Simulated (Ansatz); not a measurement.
# C3H5Si: the cost of one run

All numbers below are computed with Ansatz 0.2.0 (UKS PBE-D4/def2-SVP).

## 1. The starting structure

Bond lengths: C1–C2 1.208 Å, C2–Si3 1.824 Å, Si3–C4 1.870 Å, C1–H5 1.056 Å, Si3–H6 1.453 Å, C4–H7 1.094 Å, C4–H8 1.093 Å, C4–H9 1.093 Å. Angles: C1–C2–Si3 179.5°, C2–C1–H5 179.9°, C2–Si3–C4 120.8°, C2–Si3–H6 114.7°, C4–Si3–H6 124.6°, Si3–C4–H7 111.6°, Si3–C4–H8 111.5°, Si3–C4–H9 111.5°, H7–C4–H8 107.6°, H7–C4–H9 107.6°, H8–C4–H9 106.9°.

Coordinates:

```xyz
9

C     0.2097    1.6204   -2.1361
C     0.3740    1.0265   -1.0971
Si    0.6343    0.1392    0.4748
C    -0.5845   -1.1542    1.0559
H     0.0655    2.1383   -3.0454
H     1.8338    0.5247    1.1978
H    -1.3956   -1.2950    0.3356
H    -0.1008   -2.1227    1.2030
H    -1.0363   -0.8772    2.0115
```

## 2. Relaxing end A

Input file input.yaml:

```yaml
crystal:
  periodic: [false, false, false]
  atoms:
    - { symbol: C, position_ang: [0.20971, 1.62044, -2.13605] }
    - { symbol: C, position_ang: [0.374, 1.02652, -1.09708] }
    - { symbol: Si, position_ang: [0.63427, 0.13922, 0.47479] }
    - { symbol: C, position_ang: [-0.58449, -1.15421, 1.05588] }
    - { symbol: H, position_ang: [0.06546, 2.13826, -3.04541] }
    - { symbol: H, position_ang: [1.83379, 0.52474, 1.19783] }
    - { symbol: H, position_ang: [-1.39559, -1.29502, 0.33559] }
    - { symbol: H, position_ang: [-0.10081, -2.12273, 1.20298] }
    - { symbol: H, position_ang: [-1.03634, -0.87722, 2.01146] }
total_charge: 1
magnetization:
  spin_polarized: true
basis:
  gaussian: { orbitals: def2-SVP }
hamiltonian:
  xc: pbe
  dispersion: d4
relax:
  f_tol: 0.02
  max_steps: 50
```

On the command line:

```sh
> ansatz run input.yaml --threads 2 --pin off --max-ram 3072MiB --backend cpu --events-out ev --progress --plain --runs-dir out
```

**Question.** How long does this run take on 2 threads of Intel Xeon 6975P-C (Granite Rapids), shared host, and how much memory does it need?

About 5.8 s, with a peak of 0.16 GiB.
